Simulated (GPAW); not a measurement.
# SiF (P4/mmm) in GPAW: further runs

The runs below take SiF through band structure, with PBE.

Everything below comes from runs of GPAW 26.7.0. Logs are shortened: lines on timing, memory, paths and dates and some standing lists are left out, and cuts for length are marked. The log counts tension as positive stress, the text compression.

### 1 The crystal as given

Symmetry: P4/mmm, No. 123, tetragonal system. The conventional cell has a = 3.029 Å, b = 3.029 Å, c = 2.847 Å, α = 90.00°, β = 90.00°, γ = 90.00°. Around Si (site symmetry 4/mmm) lie 8 F at 2.57 Å and 2 Si at 2.85 Å. F (site symmetry 4/mmm) is surrounded by 8 Si at 2.57 Å and 2 F at 2.85 Å.

The cell was built by a generator and needn't be a form met in nature.

### 2 Band structure, PBE, 13.06 Å³/atom

File run.py:

```python
from ase import Atoms
from ase.dft.bandgap import bandgap
from ase.io import write
from ase.units import GPa
from gpaw import GPAW, PW

atoms = Atoms(['Si', 'F'],
              cell=[[3.0286, 0.0, 0.0],
                    [0.0, 3.0286, 0.0],
                    [0.0, 0.0, 2.846884]],
              scaled_positions=[[0.5, 0.5, 0.5],
                                [0.0, 0.0, 0.0]],
              pbc=True)

calc = GPAW(mode=PW(800),
            xc='PBE',
            kpts={'size': (9, 9, 9), 'gamma': True},
            occupations={'name': 'fermi-dirac', 'width': 0.05},
            nbands=13,
            convergence={'density': 1e-05, 'energy': 1e-05},
            maxiter=150,
            txt='gpaw.txt')
atoms.calc = calc
energy = atoms.get_potential_energy()
forces = atoms.get_forces()
stress = atoms.get_stress()
calc.write('gs.gpw')
write('result.traj', atoms)
print(f'Energy: {energy:.6f} eV')
print('Forces (eV/A):')
print(forces.round(4))
print('Stress (GPa):', (stress / GPa).round(3))
print('Fermi level:', round(calc.get_fermi_level(), 4), 'eV')
print(f'Gap: {bandgap(calc)[0]:.4f} eV, direct: {bandgap(calc, direct=True)[0]:.4f} eV')

path = atoms.cell.bandpath('GXMGZRAZ,XR,MA', npoints=80, eps=1e-4)
bs_calc = calc.fixed_density(kpts=path, symmetry='off', nbands=21,
                             convergence={'bands': 'CBM+6.0', 'eigenstates': 1e-6}, txt='bands.txt')
bs = bs_calc.band_structure()
bs.write('bs.json')
print(f'Gap on the path: {bandgap(bs_calc)[0]:.4f} eV')
```

Potentials or basis: GPAW PAW data sets (gpaw-data 1.2.1), pw.

On the command line:

```console
OMP_NUM_THREADS=1 python run.py
```

gpaw.txt:

```text
__  _  _
 | _ |_)|_||  |
 |__||  | ||/\| - 26.7.0

Input parameters:
  mode=PW(ecut=800.0),
  convergence={'density': 1e-05, 'energy': 1e-05},
  kpts=MonkhorstPack(size=(9, 9, 9), gamma=True),
  maxiter=150,
  nbands=13,
  occupations=Occupations(name='fermi-dirac', width=0.05),
  xc=XC(name='PBE')

Diagonalizing LCAO Hamiltonian
Converting LCAO to pw mode
   .------.
  /|      |
 * |      |
 | .-Si---.
 |/      /
 F------*

Atoms  # Å, Bohr magnetons
|   | symbol |        x |        y |        z |    initial magnetic moments |
|---|--------|----------|----------|----------|-----------------------------|
| 0 |     Si | 1.514300 | 1.514300 | 1.423442 | ( 0.0000,  0.0000,  0.0000) |
| 1 |      F | 0.000000 | 0.000000 | 0.000000 | ( 0.0000,  0.0000,  0.0000) |

Unit cell  # Å
| periodic |        x |        y |        z |  lengths |    angles |
|----------|----------|----------|----------|----------|-----------|
|      yes | 3.028600 | 0.000000 | 0.000000 | 3.028600 | 90.000000 |
|      yes | 0.000000 | 3.028600 | 0.000000 | 3.028600 | 90.000000 |
|      yes | 0.000000 | 0.000000 | 2.846884 | 2.846884 | 90.000000 |

Number of symmetries: 16
Symmetry operations  # r_c * U_cc + t_c -> r_c
|    | kind |            matrix            |
|----|------|------------------------------|
|  0 |  E   |  1, 0, 0,  0, 1, 0,  0, 0, 1 |
|  1 |  σ   |  1, 0, 0,  0, 1, 0,  0, 0,-1 |
|  2 |  σ   |  1, 0, 0,  0,-1, 0,  0, 0, 1 |
|  3 |  C2  |  1, 0, 0,  0,-1, 0,  0, 0,-1 |
|  4 |  σ   |  0, 1, 0,  1, 0, 0,  0, 0, 1 |
|  5 |  C2  |  0, 1, 0,  1, 0, 0,  0, 0,-1 |
|  6 |  C4  |  0, 1, 0, -1, 0, 0,  0, 0, 1 |
|  7 |  S4  |  0, 1, 0, -1, 0, 0,  0, 0,-1 |
|  8 |  C4  |  0,-1, 0,  1, 0, 0,  0, 0, 1 |
|  9 |  S4  |  0,-1, 0,  1, 0, 0,  0, 0,-1 |
| 10 |  σ   |  0,-1, 0, -1, 0, 0,  0, 0, 1 |
| 11 |  C2  |  0,-1, 0, -1, 0, 0,  0, 0,-1 |
| 12 |  σ   | -1, 0, 0,  0, 1, 0,  0, 0, 1 |
| 13 |  C2  | -1, 0, 0,  0, 1, 0,  0, 0,-1 |
| 14 |  C2  | -1, 0, 0,  0,-1, 0,  0, 0, 1 |
| 15 |  i   | -1, 0, 0,  0,-1, 0,  0, 0,-1 |

BZ-sampling:
  Number of BZ points: 729
  Number of IBZ points: 75

  Monkhorst-Pack size: [9, 9, 9]
  Monkhorst-Pack shift: [0, 0, 0]

K-points  # in reciprocal-cell coordinates
|     |                                coordinates |     weight |
|-----|--------------------------------------------|------------|
|   0 | (  0.00000000,   0.00000000,   0.00000000) | 0.00137174 |
|   1 | (  0.00000000,   0.00000000,   0.11111111) | 0.00274348 |
|   2 | (  0.00000000,   0.00000000,   0.22222222) | 0.00274348 |
|   3 | (  0.00000000,   0.00000000,   0.33333333) | 0.00274348 |
|   4 | (  0.00000000,   0.00000000,   0.44444444) | 0.00274348 |
|   5 | (  0.11111111,   0.00000000,   0.00000000) | 0.00548697 |
|   6 | (  0.11111111,   0.00000000,   0.11111111) | 0.01097394 |
|   7 | (  0.11111111,   0.00000000,   0.22222222) | 0.01097394 |
|   8 | (  0.11111111,   0.00000000,   0.33333333) | 0.01097394 |
|   9 | (  0.11111111,   0.00000000,   0.44444444) | 0.01097394 |
| ... |                                            |            |
|  74 | (  0.44444444,   0.44444444,   0.44444444) | 0.01097394 |

Plane wave coefficients: 1354
Cutoff: 800.0 eV

Spin-components: 1 (collinear spins)
Bands:           13
Projectors:      10
Spin-degeneracy: 2
Datatype:        complex128

Parallelization:
  kpt:    1
  domain: 1
  band:   1

Density:
  Valence electrons: 11.0
  Components: 1
  Grid points: [20 20 20]
  Charge: 0.0  # |e|

Potential:
  Grid points: [20 20 20]

species:
  Si:
    name:    Silicon
    Z:       14.0
    valence: 4
    core:    10
    charge:  0.0  # [|e|]
    compensation charges:
      type: gauss
      rc: 0.33  # [Å]
      lmax: 2
    cutoffs:
      filter: 1.86  # [Å]
      core: 2.06  # [Å]
    projectors
    | kind |    occ | energy [eV] | rcut [Å] |
    |------|--------|-------------|----------|
    |   3s |  2.000 |     -10.812 |    1.058 |
    |   3p |  2.000 |      -4.081 |    1.058 |
    |    s |        |      16.399 |    1.058 |
    |    p |        |      23.130 |    1.058 |
    |    d |        |       0.000 |    1.058 |

    Using partial waves for Si as LCAO basis

  F:
    name:    Fluorine
    Z:       9.0
    valence: 7
    core:    2
    charge:  0.0  # [|e|]
    compensation charges:
      type: gauss
      rc: 0.20  # [Å]
      lmax: 2
    cutoffs:
      filter: 1.14  # [Å]
      core: 0.74  # [Å]
    projectors
    | kind |    occ | energy [eV] | rcut [Å] |
    |------|--------|-------------|----------|
    |   2s |  2.000 |     -29.898 |    0.635 |
    |   2p |  5.000 |     -11.110 |    0.635 |
    |    s |        |      -2.687 |    0.635 |
    |    p |        |      16.102 |    0.635 |
    |    d |        |       0.000 |    0.635 |

    Using partial waves for F as LCAO basis

Reference energy: -10600.425035  # eV

eigensolver:
  PPCG
  Converge bands: occupied
  niter=2

density mixing:
  MSR1-Mixer
  Pratt-step length: 0.05
  Maximum mixing coefficient: 0.75
  Old densities: 10
  SVD Regularization: 0.005
  Good broyden scale: 1.0
  Trust region scale: 1.0
  Backstep threshold: 4.0
  History deletion threshold: 6.0
  Fourier metric: weight=20.0, sigma=0.015

occupation numbers:
  Fermi-Dirac:
    width: 0.0500  # eV

poisson solver:
  ecut: 6400.0  # eV

xc functional:
  name: PBE with 2 nearest neighbor stencil

convergence criteria:
- Maximum integral of absolute [dens]ity change: 1e-05 electrons / valence electron
- Maximum [total energy] change in last 3 cyles: 1e-05 eV / valence electron
- Maximum integral of absolute [eigenst]ate change: 4e-08 eV^2 / valence electron
maximum number of iterations: 150

SCF iterations
|iter     | |      energy | eigst |  dens |
|---------|-|-------------|-------|-------|
|iter:   1| |   -8.309467 | -0.29 |       |
|iter:   2| |   -8.131032 | -2.41 | -1.04 |
|iter:   3| |   -7.742697 | -0.91 | -1.10 |
|iter:   4| |   -7.734123 | -2.64 | -1.62 |
|iter:   5| |   -7.731840 | -3.60 | -1.87 |
|iter:   6| |   -7.731892 | -5.00 | -2.69 |
|iter:   7| |   -7.731914c| -5.89 | -3.03 |
|iter:   8| |   -7.731916c| -7.81c| -4.10 |
|iter:   9| |   -7.731915c| -7.50c| -4.66 |
|iter:  10| |   -7.731915c| -8.17c| -5.26c|

Converged in 10 steps
Energy contributions relative to reference atoms: (reference = -10600.425035)

Energy contributions:
  Kinetic:           9.800220
  Coulomb:          -9.280635
  Zero:              0.085750
  External:          0.000000
  Xc:               -8.332427
  Entropy:          -0.009646
  Spinorbit:         0.000000
  ----------------------------
  Free energy:      -7.736738
  Extrapolated:     -7.731915

dipole moment: (-9.074203, -9.074203, -8.529751)  # |e|*Ang

Fermi level: 6.565
Eigenvalues  # (at kpt = [0.000, 0.000, 0.000])
| band index |      eig [eV] | occ [0-2] |
|------------|---------------|-----------|
|          0 |       -17.984 |     2.000 |
|          1 |        -2.591 |     2.000 |
|          2 |         0.890 |     2.000 |
|          3 |         0.890 |     2.000 |
|          4 |         1.334 |     2.000 |
|          5 |        11.666 |     0.000 |
|          6 |        11.666 |     0.000 |
|          7 |        11.947 |     0.000 |
|          8 |        12.648 |     0.000 |
|          9 |        13.013 |     0.000 |
|         10 |        23.104 |     0.000 |
|         11 |        23.714 |     0.000 |
|         12 |        24.525 |     0.000 |

No gap
No difference between direct/indirect transitions

Forces  # eV/Ang
|       x |       y |       z |
|---------|---------|---------|
| 0.00000 | 0.00000 | 0.00000 |  # Si   0
| 0.00000 | 0.00000 | 0.00000 |  # F    1

Stress tensor  # eV/Ang^3
|         x |         y |        z |
|-----------|-----------|----------|
| -0.050390 |  0.000000 | 0.000000 |
|  0.000000 | -0.050390 | 0.000000 |
|  0.000000 |  0.000000 | 0.019897 |

# Writing to gs.gpw (mode='')
```

stdout:

```text
Energy: -7.731915 eV
Forces (eV/A):
[[0. 0. 0.]
 [0. 0. 0.]]
Stress (GPa): [-8.073 -8.073  3.188  0.     0.     0.   ]
Fermi level: 6.5651 eV
Gap: 0.0000 eV, direct: 0.0000 eV
Gap on the path: 0.0000 eV
```

bands.txt:

```text
Diagonalizing LCAO Hamiltonian
Converting LCAO to pw mode
convergence criteria:
- Maximum integral of absolute [eigenst]ate change: 1e-06 eV^2 / valence electron
maximum number of iterations: 150

SCF iterations
|iter     | |      energy | eigst |  dens |
|---------|-|-------------|-------|-------|
|iter:   1| |             | +0.17 |       |
[... 84 lines left out ...]
         [0.5       , 0.5       , 0.0625    ],
         [0.5       , 0.5       , 0.125     ],
         [0.5       , 0.5       , 0.1875    ],
         [0.5       , 0.5       , 0.25      ],
         [0.5       , 0.5       , 0.3125    ],
         [0.5       , 0.5       , 0.375     ],
         [0.5       , 0.5       , 0.4375    ],
         [0.5       , 0.5       , 0.5       ]])),
  maxiter=150,
  nbands=21,
  occupations=Occupations(name='fermi-dirac', width=0.05),
  symmetry=Symmetry(point_group=False, time_reversal=False),
  xc=XC(name='PBE')
```

Wall time 27 s (1 thread of Arm Neoverse V1, shared host); peak memory 0.24 GiB.

Results:

- Free energy: -7.7367 eV
- Pressure: 4.3 GPa
- Band gap along the path: none (metal or under the smearing width)

Caveat: the density grid can change from cell to cell, which puts small steps into energies and stress; an odd number of electrons without spin polarisation forces a metal; a magnetic or distorted state may lie lower.

### 3 Band structure, PBE, 13.33 Å³/atom

run.py: that of step 2 with these lines changed.

```diff
@@ -9,3 +9,3 @@
                     [0.0, 3.0286, 0.0],
-                    [0.0, 0.0, 2.846884]],
+                    [0.0, 0.0, 2.907456]],
               scaled_positions=[[0.5, 0.5, 0.5],
```

Potentials or basis: GPAW PAW data sets (gpaw-data 1.2.1), pw.

On the command line:

```console
OMP_NUM_THREADS=1 python run.py
```

Wall time 28 s (1 thread of Arm Neoverse V1, shared host); peak memory 0.24 GiB.

Results (log left out):

```
Free energy             : -7.7290 eV
Pressure                : 2.5 GPa
Band gap along the path : none (metal or under the smearing width)
```

Caveat: the density grid can change from cell to cell, which puts small steps into energies and stress; an odd number of electrons without spin polarisation forces a metal; a magnetic or distorted state may lie lower.
